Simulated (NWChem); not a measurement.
# the pair AlNH3Cl···SiH4, step by step

Wanted: a single-point energy (singlet AlSiNH7Cl, PBE0-D3(BJ)/6-31G*), then the energy (singlet AlNH3Cl, PBE0-D3(BJ)/6-31G*), then a single-point energy (singlet SiH4, PBE0-D3(BJ)/6-31G*), then a single-point energy (singlet AlNH3Cl, PBE0-D3(BJ)/6-31G*), then a single-point energy (singlet SiH4, PBE0-D3(BJ)/6-31G*) of AlClH7NSi and its partners. 

The calculation is run with NWChem 7.3.0.

### Step 1. The molecule

AlSiNH7Cl: 11 atoms, total charge 0, spin state singlet. The two molecules were placed rigidly side by side, at 1.3 times their contact distance; the pair isn't optimised.

Bond lengths: N1–Al2 1.756 Å, Al2–Cl3 2.098 Å, N1–H4 1.007 Å, N1–H5 1.007 Å, Al2–H6 1.570 Å, Si7–H8 1.485 Å, Si7–H9 1.485 Å, Si7–H10 1.485 Å, Si7–H11 1.485 Å. Some angles: N1–Al2–Cl3 117.5°, N1–Al2–H6 121.9°, Cl3–Al2–H6 120.6°, Al2–N1–H4 124.3°, Al2–N1–H5 125.0°, H4–N1–H5 110.7°, H8–Si7–H9 109.5°, H8–Si7–H10 109.5°, H8–Si7–H11 109.5°, H9–Si7–H10 109.5°.

### Step 2. A single-point energy at PBE0-D3(BJ)/6-31G(d) (spherical functions) (run 1)

m1.nw reads:

```
start m1
title "AlClH7NSi PBE0"
memory stack 880 mb heap 220 mb global 1100 mb

geometry units angstroms noautosym nocenter noautoz
  N    -0.638120    0.261580   -0.711080
  Al    0.470580   -0.063120    0.611320
  Cl    1.406480   -1.940820    0.653320
  H    -1.141320    1.125680   -0.831080
  H    -0.859620   -0.384420   -1.451180
  H     0.761980    1.001080    1.728720
  Si   -0.841470   -1.781280    5.295520
  H    -1.748790   -0.816220    4.625120
  H    -0.337980   -2.760480    4.299680
  H    -1.583040   -2.498100    6.363300
  H     0.303950   -1.050170    5.893530
end

basis spherical bse
  * library 6-31G*
end

dft
  xc pbe0
  disp vdw 4
  grid fine
  convergence energy 1e-08
  maxiter 100
  mulliken
  print low
end

task dft energy
```

Command:

```console
$ nwchem m1.nw > m1.out
```

The program printed:

```text
[...]
 d= 0,ls=0.0,diis     1  -1050.5809420616 -1.27D+03  1.13D-02  4.75D-01     2.4
[...]
 d= 0,ls=0.0,diis     8  -1050.6426572886 -3.48D-10  1.70D-06  4.61D-08    14.2
         Total DFT energy =    -1050.642657288630
      One electron energy =    -1893.061194101964
           Coulomb energy =      698.554788220583
    Exchange-Corr. energy =      -76.948215553535
 Nuclear repulsion energy =      220.817526042916
    Dispersion correction =       -0.005561896629
[...]
      Total Density - Mulliken Population Analysis
     ---------------------------------------------
    Atom       Charge   Shell Charges
 -----------   ------   -------------------------------------------------------
    1 N    7     7.93   2.00  0.76  2.51  0.85  1.80  0.01
    2 Al  13    12.41   2.00  2.00  5.97  0.77  1.18  0.10  0.15  0.24
    3 Cl  17    17.30   2.00  2.00  5.97  1.39  3.64  0.56  1.73  0.01
    4 H    1     0.64   0.50  0.14
    5 H    1     0.64   0.50  0.14
    6 H    1     1.08   0.48  0.61
    7 Si  14    13.78   2.00  2.00  5.96  1.01  1.99  0.28  0.41  0.14
    8 H    1     1.06   0.50  0.56
    9 H    1     1.05   0.50  0.55
   10 H    1     1.06   0.50  0.56
[...]
```

It took 15 s on 1 thread of Intel Xeon Platinum 8375C at 2.90GHz (Ice Lake), shared host; peak memory 0.13 GiB.

### Step 3. AlNH3Cl: a single-point energy at PBE0-D3(BJ)/6-31G(d) (spherical functions) (run 2)

a.nw reads:

```
start a
memory 2200 mb
geometry units au noautosym nocenter noautoz
  N   -1.20587203   0.49431456  -1.34374645
  Al   0.88926732  -0.11927951   1.15522737
  Cl   2.65786200  -3.66761826   1.23459587
  H   -2.15678222   2.12722690  -1.57051359
  H   -1.62444637  -0.72644852  -2.74233276
  H    1.43993351   1.89176703   3.26680735
end
basis "ao basis" spherical bse
  * library 6-31G*
end
dft
  xc pbe0
  disp vdw 4
  grid fine
  convergence energy 1e-08
  iterations 100
  mulliken
  print low
end
task dft
```

Command:

```console
$ nwchem a.nw > a.out
```

The program printed:

```text
[...]
 d= 0,ls=0.0,diis     1   -758.8633107299 -8.88D+02  1.56D-02  4.22D-01     1.2
[...]
 d= 0,ls=0.0,diis     8   -758.9152365225  2.32D-10  1.85D-06  2.83D-08     6.4
         Total DFT energy =     -758.915236522503
      One electron energy =    -1306.146194748409
           Coulomb energy =      472.978758528131
    Exchange-Corr. energy =      -54.706471816977
 Nuclear repulsion energy =      128.961912862650
    Dispersion correction =       -0.003241347898
[...]
      Total Density - Mulliken Population Analysis
     ---------------------------------------------
    Atom       Charge   Shell Charges
 -----------   ------   -------------------------------------------------------
    1 N    7     7.93   2.00  0.76  2.51  0.85  1.80  0.01
    2 Al  13    12.41   2.00  2.00  5.97  0.77  1.18  0.11  0.15  0.24
    3 Cl  17    17.30   2.00  2.00  5.97  1.39  3.64  0.56  1.73  0.01
    4 H    1     0.64   0.50  0.14
    5 H    1     0.64   0.50  0.14
    6 H    1     1.08   0.48  0.60
[...]
```

It took 7.2 s on 1 thread of Intel Xeon Platinum 8375C at 2.90GHz (Ice Lake), shared host; peak memory 0.12 GiB.

### Step 4. SiH4: a single-point energy at PBE0-D3(BJ)/6-31G(d) (spherical functions) (run 3)

h4si.nw reads:

```
START h4si
TITLE "H4Si"
memory 2200 mb

GEOMETRY units angstroms noautosym nocenter noautoz
   Si    -0.841470    -1.781280     5.295520
   H     -1.748790    -0.816220     4.625120
   H     -0.337980    -2.760480     4.299680
   H     -1.583040    -2.498100     6.363300
   H      0.303950    -1.050170     5.893530
END

BASIS spherical bse
   Si library 6-31G*
   H library 6-31G*
END

DFT
   xc pbe0
   disp vdw 4
   grid fine
   convergence energy 1e-08
   iterations 100
   mulliken
   noprint "final vectors analysis"
END

TASK dft energy
```

Command:

```console
$ nwchem h4si.nw > h4si.out
```

The program printed:

```text
[...]
          Wavefunction type:  closed shell.
          No. of atoms     :     5
          No. of electrons :    18
[...]
          Charge           :     0
          Spin multiplicity:     1
[...]
          AO basis - number of functions:    26
[...]
              XC Information
              --------------
                         PBE0 Method XC Functional
                     Hartree-Fock (Exact) Exchange  0.250
          PerdewBurkeErnzerhof Exchange Functional  0.750
            Perdew 1991 LDA Correlation Functional  1.000 local
           PerdewBurkeErnz. Correlation Functional  1.000 non-local
[...]
 d= 0,ls=0.0,diis     1   -291.7164648909 -3.13D+02  1.08D-02  5.25D-02     0.4
[...]
 d= 0,ls=0.0,diis     6   -291.7260863434 -4.55D-10  1.63D-07  2.44D-12     1.5
         Total DFT energy =     -291.726086343358
      One electron energy =     -445.727251528084
           Coulomb energy =      154.974833948092
    Exchange-Corr. energy =      -22.242806068615
 Nuclear repulsion energy =       21.270631841098
    Dispersion correction =       -0.001494535849
[...]
      Total Density - Mulliken Population Analysis
     ---------------------------------------------
    Atom       Charge   Shell Charges
 -----------   ------   -------------------------------------------------------
    1 Si  14    13.79   2.00  2.00  5.97  1.01  1.99  0.28  0.41  0.14
    2 H    1     1.05   0.50  0.56
    3 H    1     1.05   0.50  0.56
    4 H    1     1.05   0.50  0.56
    5 H    1     1.05   0.50  0.56
[...]
```

It took 2.2 s on 1 thread of Intel Xeon Platinum 8375C at 2.90GHz (Ice Lake), shared host; peak memory 0.12 GiB.

### Step 5. AlNH3Cl among ghost functions: the energy at PBE0-D3(BJ)/6-31G(d) (spherical functions, with ghost functions) (run 4)

struct.nw reads:

```
start struct
title "AlClH3N"
memory 2200 mb
charge 0

geometry noautosym nocenter noautoz
 N       -0.638120       0.261580      -0.711080
 Al       0.470580      -0.063120       0.611320
 Cl       1.406480      -1.940820       0.653320
 H       -1.141320       1.125680      -0.831080
 H       -0.859620      -0.384420      -1.451180
 H        0.761980       1.001080       1.728720
 bqSi    -0.841470    -1.781280     5.295520
 bqH     -1.748790    -0.816220     4.625120
 bqH     -0.337980    -2.760480     4.299680
 bqH     -1.583040    -2.498100     6.363300
 bqH      0.303950    -1.050170     5.893530
end

basis spherical bse
 N library 6-31G*
 Al library 6-31G*
 Cl library 6-31G*
 H library 6-31G*
 bqSi library Si 6-31G*
 bqH library H 6-31G*
end

dft
 xc pbe0
 disp vdw 4
 grid fine
 convergence energy 1e-08
 maxiter 100
 mulliken
 print low
end

task dft energy
```

Command:

```console
$ nwchem struct.nw > struct.out
```

The program printed:

```text
[...]
 d= 0,ls=0.0,diis     1   -758.8635770869 -8.88D+02  1.07D-02  4.22D-01     2.2
[...]
 d= 0,ls=0.0,diis     8   -758.9154848547  2.24D-10  1.28D-06  2.87D-08    13.7
         Total DFT energy =     -758.915484854697
      One electron energy =    -1306.139081213724
           Coulomb energy =      472.970686484259
    Exchange-Corr. energy =      -54.705770933761
 Nuclear repulsion energy =      128.961922156590
    Dispersion correction =       -0.003241348061
[...]
      Total Density - Mulliken Population Analysis
     ---------------------------------------------
    Atom       Charge   Shell Charges
 -----------   ------   -------------------------------------------------------
    1 N    7     7.93   2.00  0.76  2.51  0.85  1.80  0.01
    2 Al  13    12.40   2.00  2.00  5.97  0.77  1.18  0.10  0.15  0.24
    3 Cl  17    17.30   2.00  2.00  5.97  1.39  3.64  0.56  1.74  0.01
    4 H    1     0.64   0.50  0.14
    5 H    1     0.64   0.50  0.14
    6 H    1     1.08   0.48  0.61
    7 X    0     0.00  -0.00  0.00 -0.00 -0.00 -0.00  0.00  0.00 -0.00
    8 X    0     0.00  -0.00  0.00
    9 X    0     0.00  -0.00  0.00
   10 X    0    -0.00  -0.00 -0.00
[...]
```

It took 14 s on 1 thread of Intel Xeon Platinum 8375C at 2.90GHz (Ice Lake), shared host; peak memory 0.13 GiB.

### Step 6. SiH4 among ghost functions: the energy at PBE0-D3(BJ)/6-31G(d) (spherical functions, with ghost functions) (run 5)

mol.nw reads:

```
START mol
TITLE "H4Si energy"
memory 2200 mb
GEOMETRY units atomic noautosym nocenter noautoz
 Si    -1.59014784    -3.36613135    10.00708249
 H     -3.30473415    -1.54243226     8.74021009
 H     -0.63868964    -5.21655117     8.12521762
 H     -2.99151204    -4.72072483    12.02489425
 H      0.57438226    -1.98453368    11.13715761
 bqN     -1.205872     0.494315    -1.343746
 bqAl     0.889267    -0.119280     1.155227
 bqCl     2.657862    -3.667618     1.234596
 bqH     -2.156782     2.127227    -1.570514
 bqH     -1.624446    -0.726449    -2.742333
 bqH      1.439934     1.891767     3.266807
END
BASIS spherical bse
 Si library 6-31G*
 H library 6-31G*
 bqN library N 6-31G*
 bqAl library Al 6-31G*
 bqCl library Cl 6-31G*
 bqH library H 6-31G*
END
DFT
 xc pbe0
 mult 1
 disp vdw 4
 grid fine
 convergence energy 1e-08
 maxiter 100
 mulliken
 print low
END
TASK dft energy
```

Command:

```console
$ nwchem mol.nw > mol.out
```

The program printed:

```text
[...]
 d= 0,ls=0.0,diis     1   -291.7165616409 -3.13D+02  3.43D-03  5.27D-02     1.8
[...]
 d= 0,ls=0.0,diis     6   -291.7261939618 -4.66D-10  5.32D-08  2.79D-12     8.9
         Total DFT energy =     -291.726193961759
      One electron energy =     -445.724198071578
           Coulomb energy =      154.971274297869
    Exchange-Corr. energy =      -22.242405954693
 Nuclear repulsion energy =       21.270630302486
    Dispersion correction =       -0.001494535842
[...]
      Total Density - Mulliken Population Analysis
     ---------------------------------------------
    Atom       Charge   Shell Charges
 -----------   ------   -------------------------------------------------------
    1 Si  14    13.78   2.00  2.00  5.96  1.01  1.99  0.28  0.40  0.14
    2 H    1     1.06   0.50  0.56
    3 H    1     1.06   0.50  0.56
    4 H    1     1.05   0.50  0.56
    5 H    1     1.05   0.50  0.56
    6 X    0    -0.00   0.00  0.00 -0.00 -0.00 -0.00 -0.00
    7 X    0     0.00  -0.00 -0.00 -0.00 -0.00 -0.00  0.00  0.00 -0.00
    8 X    0     0.00   0.00  0.00  0.00  0.00 -0.00 -0.00  0.00  0.00
    9 X    0    -0.00  -0.00 -0.00
   10 X    0    -0.00  -0.00 -0.00
[...]
```

It took 9.6 s on 1 thread of Intel Xeon Platinum 8375C at 2.90GHz (Ice Lake), shared host; peak memory 0.13 GiB.

### Step 7. Summary of results

| quantity | value |
| --- | --- |
| run 1, PBE0-D3(BJ)/6-31G*: total energy | -1050.64266 Eh |
| run 1, PBE0-D3(BJ)/6-31G*: dispersion energy | -14.60 kJ/mol |
| AlNH3Cl: total energy | -758.91524 Eh |
| AlNH3Cl: dispersion energy | -8.51 kJ/mol |
| SiH4: total energy | -291.72609 Eh |
| SiH4: dipole moment | 0.00 D |
| SiH4: dispersion energy | -3.92 kJ/mol |
| AlNH3Cl among ghost functions: total energy | -758.91548 Eh |
| AlNH3Cl among ghost functions: dispersion energy | -8.51 kJ/mol |
| SiH4 among ghost functions: total energy | -291.72619 Eh |
| SiH4 among ghost functions: dispersion energy | -3.92 kJ/mol |
| interaction energy of the rigid parts AlNH3Cl and SiH4 (parts in their own basis; closest atoms 4.12 Å apart) | -0.036 eV |
| interaction energy of the rigid parts AlNH3Cl and SiH4 (parts in the whole basis, counterpoise; closest atoms 4.12 Å apart) | -0.027 eV |

In words: The interaction energy of the rigid parts AlNH3Cl and SiH4 (parts in their own basis; closest atoms 4.12 Å apart) is −0.04 eV (−0.8 kcal/mol): the parts attract. Without counterpoise this holds the superposition error of the basis. The interaction energy of the rigid parts AlNH3Cl and SiH4 (parts in the whole basis, counterpoise; closest atoms 4.12 Å apart) is −0.03 eV (−0.6 kcal/mol): the parts attract. The basis-set superposition error is 0.9 kJ/mol. Mulliken charges (SiH4) run from -0.05 on H2 to +0.21 on Si1; they depend strongly on the basis.
